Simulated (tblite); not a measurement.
# C3H10BCl2Ga: the cost of one run

Computed with tblite 0.8.0 and PySCF 2.14.0, with density-fitted response routines of our own, on a single molecule in the gas phase. Atoms are numbered from 0 throughout.

## 1. The molecule as given

17 atoms, charge 0, multiplicity 1; geometry from: force field or distance geometry start.

Bonds of the start (Å): C0–C1 1.49, C1–C2 1.55, C2–B3 1.59, B3–Cl4 1.83, Cl4–Ga5 2.16, Ga5–Cl6 2.19, Cl6–B3 1.83, C0–H7 1.12, C0–H8 1.11, C0–H9 1.13, C1–H10 1.12, C1–H11 1.09, C2–H12 1.10, C2–H13 1.09, B3–H14 1.20, Ga5–H15 1.60, Ga5–H16 1.59.

## 2. Optimising the geometry with GFN2-xTB

What the job is given:

```
{"job": {"kind": "relax", "xc": "GFN2-xTB", "basis": "xTB"}, "charge": 0, "multiplicity": 1}
C     -2.604200     0.487700     0.318200
C     -1.492100    -0.428000    -0.075400
C     -0.227800     0.028300     0.695100
B      0.903400    -0.980200     0.226700
Cl     1.847600    -0.250000    -1.156100
Ga     3.254700     0.626500     0.225100
Cl     2.401000    -1.091000     1.274100
H     -2.214600     1.534800     0.323600
H     -2.962300     0.171500     1.317200
H     -3.440800     0.350300    -0.427000
H     -1.715400    -1.476200     0.234200
H     -1.321700    -0.441500    -1.156000
H     -0.061200     1.053000     0.327100
H     -0.412500     0.028000     1.772800
H      0.382900    -2.024000    -0.040300
H      4.780600     0.461800    -0.219800
H      2.875400     1.960800     1.000100
```

On the command line:

```
> OMP_NUM_THREADS=1 python probes_run.py task.json out
```

One launch serves the whole session: the jobs run in the order shown.

**Question.** How long does this first job take on 1 thread of Arm Neoverse N1, shared host?

About 1.4 s.
